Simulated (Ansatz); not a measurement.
Runs of Ansatz 0.2.0 on NiMoIrPdW. The structure is trigonal, space group P3m1 (No. 156). Conventional cell: a = 2.766 Å, b = 2.766 Å, c = 11.023 Å, α = 90.00°, β = 90.00°, γ = 120.00°. Ni (site symmetry 3m) has 3 Mo at 2.60 Å and 3 Pd at 2.71 Å and 6 Ni at 2.77 Å as nearest neighbours. Around Mo (site symmetry 3m) lie 3 Ni at 2.60 Å and 6 Mo at 2.77 Å and 3 Ir at 2.82 Å. Around Pd (site symmetry 3m) lie 3 Ni at 2.71 Å and 3 W at 2.74 Å and 6 Pd at 2.77 Å. Ir (site symmetry 3m) is surrounded by 3 W at 2.74 Å and 6 Ir at 2.77 Å and 3 Mo at 2.82 Å. W (site symmetry 3m) is surrounded by 3 Pd at 2.74 Å and 3 Ir at 2.74 Å and 6 W at 2.77 Å. The cell was built by a generator and needn't be a form met in nature.

```csv
task,level,cell,k mesh,cutoff (eV),points for each segment of the path,mesh quality,gap on the mesh (eV),pressure (GPa),moment (μB),relaxed volume (Å³/atom),largest force (eV/Å)
relaxation of cell and atoms,r2SCAN+rVV10,relaxed,8 × 8 × 2,500,-,not flagged,none,0.0,(b),14.18,0.01
band structure,r2SCAN,as given,11 × 11 × 3,500,14,not flagged,none,-5.0,0.54,-,(a)
single point,r2SCANh,as given,5 × 5 × 1,500,-,coarse,none,-7.6,(c),-,0.71
relaxation of cell and atoms,PBE+D3(BJ)-ATM,relaxed,8 × 8 × 2,420,-,not flagged,none,0.0,0.00,14.33,0.01
relaxation of cell and atoms,r2SCAN,relaxed,8 × 8 × 2,500,-,not flagged,none,0.0,0.47,14.32,-
```

Alike in all rows: potentials or basis Ansatz PAW; spin collinear, ferromagnetic start; smearing fermi-dirac 0.05 eV.

Problem. Fill in the values left out.

Solution. (a) 0.21; (b) 0.46; (c) 0.68.

Caveats: some runs use coarse meshes; the magnetic or orbital state may not be the lowest (some runs); the PAW data sets come from PBE, with cores solved anew for the run's functional, which leaves a small shift of forces and pressure (some runs); the plane-wave basis is chosen anew once the cell has moved, so the energies of steps on either side of that aren't comparable (some runs); pairwise dispersion overbinds metals, which lowers pressure and volume (some runs); spin-orbit coupling is left out, which moves the levels of the heavy elements (some runs); the thresholds are loose for stress (some runs); the starting moments weren't kept (some runs).

A k mesh can miss the band edges, and the runs leave out spin-orbit coupling on Ir, Mo, Pd, W.

A gap of «none» marks a metal or a gap under the smearing width.
